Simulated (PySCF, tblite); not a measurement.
# C₇H₁₂Ge: geometry, infrared bands, NMR shifts and electronic excitations

Wanted: the infrared bands, NMR shifts and electronic excitations of C₇H₁₂Ge (`C=C(C)[C@H]1C=C[CH2][GeH2]1`), by calculation.

Programs: tblite 0.8.0 and PySCF 2.14.0, with density-fitted response routines of our own. Each step states its level of theory. These are calculated values for one molecule in the gas phase, unless marked as measured. Atoms count from 0, in the outputs and in this text.

### 1 Starting geometry

20 atoms, charge 0, multiplicity 1; geometry from: force field or distance geometry start.

Bonds of the start (Å): C0–C1 1.34, C1–C2 1.51, C1–C3 1.46, C3–C4 1.47, C4–C5 1.27, C5–C6 1.47, C6–Ge7 1.96, Ge7–C3 1.96, C0–H8 1.10, C0–H9 1.09, C2–H10 1.13, C2–H11 1.09, C2–H12 1.09, C3–H13 1.10, C4–H14 1.14, C5–H15 1.12, C6–H16 1.11, C6–H17 1.11, Ge7–H18 1.55, Ge7–H19 1.52.

### 2 Geometry optimisation with GFN2-xTB

The job: settings as JSON, then the geometry in Å.

```
{"job": {"kind": "relax", "xc": "GFN2-xTB", "basis": "xTB"}, "charge": 0, "multiplicity": 1}
C      1.404800    -0.450100     1.466600
C      1.245600    -0.007500     0.214500
C      2.285100    -0.469600    -0.785600
C      0.185000     0.877300    -0.269700
C     -0.560200     0.152200    -1.308600
C     -1.640300    -0.466800    -1.047600
C     -2.172600    -0.487700     0.323700
Ge    -1.281200     1.117800     1.012000
H      2.251900    -1.113600     1.700500
H      0.734200    -0.202500     2.290900
H      2.204000     0.266800    -1.644000
H      3.296900    -0.429200    -0.378300
H      1.954500    -1.454600    -1.121500
H      0.548400     1.838000    -0.656700
H     -0.140700     0.187200    -2.366600
H     -2.218500    -1.018700    -1.836800
H     -1.852600    -1.381100     0.904800
H     -3.272000    -0.347200     0.355200
H     -2.114800     2.376400     0.670200
H     -0.862800     1.023500     2.474100
```

Command:

```bash
$ OMP_NUM_THREADS=1 python probes_run.py task.json out
```

This one command runs all jobs of the session in turn.

**Question.** This job is followed by: GFN2-xTB harmonic vibrations, gas phase; PBE0-D3(BJ)/def2-SVP geometry optimisation, gas phase; GIAO PBE0/pcSseg-1 NMR shielding, non-relativistic, gas phase; TDDFT CAM-B3LYP/def2-SVPD, vertical, gas phase, core orbitals frozen in the response; GIAO B97-2/pcSseg-1 NMR shielding, non-relativistic, gas phase. What will the session give for the following? strongest single infrared mode (GFN2-xTB); zero-point energy (GFN2-xTB); point group; rotational constants (main isotopes); 13C shifts against TMS (PBE0/pcSseg-1); 1H shifts against TMS (PBE0/pcSseg-1, means over atoms taken as alike); 73Ge shifts against GeMe4 (PBE0/pcSseg-1); lowest singlet (CAM-B3LYP/def2-SVPD); brightest single state of those computed; lowest triplet; vertical ionisation energy (ΔSCF); range of the shift of C1.

The runs gave:

| quantity | value |
| --- | --- |
| strongest single infrared mode (GFN2-xTB) | 1990 cm⁻¹, 523 km/mol |
| zero-point energy (GFN2-xTB) | 100.0 kcal/mol |
| point group | C1 |
| rotational constants (main isotopes) | 2.17, 1.19, 0.88 GHz |
| 13C shifts against TMS (PBE0/pcSseg-1) | 156.9, 143.7, 141.5, 113.8, 42.0, 27.5, 16.1 ppm |
| 1H shifts against TMS (PBE0/pcSseg-1, means over atoms taken as alike) | 6.17, 6.00, 4.92, 4.82, 4.57, 4.04, 2.68, 1.84, 1.83, 1.70 ppm |
| 73Ge shifts against GeMe4 (PBE0/pcSseg-1) | -95 ppm |
| lowest singlet (CAM-B3LYP/def2-SVPD) | 6.36 eV (195 nm), f = 0.017 |
| brightest single state of those computed | state 3, 6.62 eV, f = 0.228 |
| lowest triplet | 4.20 eV |
| vertical ionisation energy (ΔSCF) | 8.56 eV |
| range of the shift of C1 | 153.4 to 156.9 ppm |

What this shows: Over 184 steps the energy fell by 0.755 eV; of the close pairs, C4–H14 changed most, 1.139 to 1.081 Å (GFN2-xTB). All 54 modes are real, so the xTB geometry is a minimum. The strongest single mode, at 1990 cm⁻¹, moves mainly H19. GFN2-xTB is a fitted tight-binding method: band positions and strengths are rough. Its intensities can rank the bands wrongly. Relaxing lowered the energy by 0.199 eV in 7 steps; the close pair that moved most is Ge7–H18, from 1.500 to 1.542 Å (PBE0/def2-SVP). At PBE0/pcSseg-1: Shielding is most anisotropic at C1 (span 253 ppm, paramagnetic term -233 ppm). The lowest singlet, at 6.36 eV, is HOMO→LUMO+1 0.40, HOMO→LUMO 0.20 and is weak; of the 10 states computed, the strongest absorption comes from state 3 at 6.62 eV. The lowest triplet lies 2.16 eV below the lowest singlet (triplets in Tamm-Dancoff, singlets in full TDDFT). The orbital energy would give 7.96 eV for ionisation, ΔSCF gives 8.56 eV. In ppm, C1 moves most: its shift spreads over 3.4 ppm, from 153.4 (B97-2/pcSseg-1) to 156.9 (PBE0/pcSseg-1). Spin-orbit coupling is left out, which matters for shieldings and couplings at and beside the heavy atoms.
